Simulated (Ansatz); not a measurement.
**CH₅BrFGaOSi: basis-set convergence**

An exercise on one series of results from a longer session: the logs are not shown, and one member is left open.

Program: Ansatz 0.2.0, Gaussian basis. Level of theory: one geometry, several basis sets. These are calculated values, not measurements.

The runs, in order: PBE0-D4/def2-SVP; ωB97M-V/def2-SVP; PBE0-D4/def2-QZVPP; ωB97M-V/def2-QZVPP; the functionals' def2-TZVPP values are taken from earlier runs.

### The relaxed structure

The geometry comes from an earlier relaxation with PBE0-D4 in a triple-zeta def2 set; it is a stationary point, not always the lowest conformer.

11 atoms, charge 0, spin multiplicity 1.

Atoms are counted from 1 here; the program's logs count them from 0.

Bond lengths: F1–C2 1.510 Å, C2–Si3 1.918 Å, C2–O4 1.343 Å, C2–H7 1.099 Å, Si3–H8 1.481 Å, Si3–H9 1.484 Å, Si3–H10 1.485 Å, O4–Ga5 1.852 Å, Ga5–Br6 2.284 Å, Ga5–H11 1.546 Å. Angles: F1–C2–Si3 106.2°, F1–C2–O4 104.0°, F1–C2–H7 101.6°, Si3–C2–O4 114.8°, Si3–C2–H7 115.0°, O4–C2–H7 113.4°, C2–Si3–H8 108.1°, C2–Si3–H9 106.7°, C2–Si3–H10 109.5°, H8–Si3–H9 111.2°, H8–Si3–H10 111.4°, H9–Si3–H10 109.9°, C2–O4–Ga5 103.6°, O4–Ga5–Br6 113.3°, O4–Ga5–H11 121.2°, Br6–Ga5–H11 123.1°.

Set-up of the first run:

Input file in.yaml:

```yaml
crystal:
  periodic: [false, false, false]
  atoms:
    - {symbol: F, position_ang: [-1.247043, -0.418514, 0.520402]}
    - {symbol: C, position_ang: [0.044092, -0.826394, -0.147645]}
    - {symbol: Si, position_ang: [1.452884, -0.286158, 1.036582]}
    - {symbol: O, position_ang: [0.019179, -0.181089, -1.325392]}
    - {symbol: Ga, position_ang: [-1.543781, 0.808853, -1.246195]}
    - {symbol: Br, position_ang: [-1.216280, 2.958587, -0.546342]}
    - {symbol: H, position_ang: [-0.090665, -1.912668, -0.243090]}
    - {symbol: H, position_ang: [1.375177, 1.183150, 1.202112]}
    - {symbol: H, position_ang: [2.728418, -0.686418, 0.392574]}
    - {symbol: H, position_ang: [1.301493, -0.985564, 2.337755]}
    - {symbol: H, position_ang: [-2.823475, 0.346203, -1.980762]}
basis:
  gaussian: {orbitals: def2-SVP}
hamiltonian: {xc: pbe0, dispersion: d4}
output: {orbitals: {seedname: orbitals}}
```

Launch:

```console
$ ansatz run in.yaml --threads 2 --pin off --events-out ev --progress --plain --max-ram 22528MiB --backend cpu
```

Steps of the session up to this table: PBE0-D4 in def2-SVP; ωB97M-V in def2-SVP; PBE0-D4 in def2-QZVPP; ωB97M-V in def2-QZVPP.

One table of the session follows, with a row left open; its other results are not shown here.

It belongs to the step «Functionals by basis». 

| functional | basis | HOMO (eV) |
| --- | --- | --- |
| PBE0-D4 | def2-SVP | -7.66 |
| PBE0-D4 | def2-TZVPP | -7.70 |
| PBE0-D4 | def2-QZVPP | -7.72 |
| ωB97M-V | def2-SVP | ? |
| ωB97M-V | def2-TZVPP | -10.00 |
| ωB97M-V | def2-QZVPP | -10.02 |

Estimate the missing values for ωB97M-V, def2-SVP.

The run gave: HOMO (eV): -9.93. In the column «HOMO (eV)» it lies between ωB97M-V, def2-TZVPP (-10.00) and PBE0-D4, def2-QZVPP (-7.72).
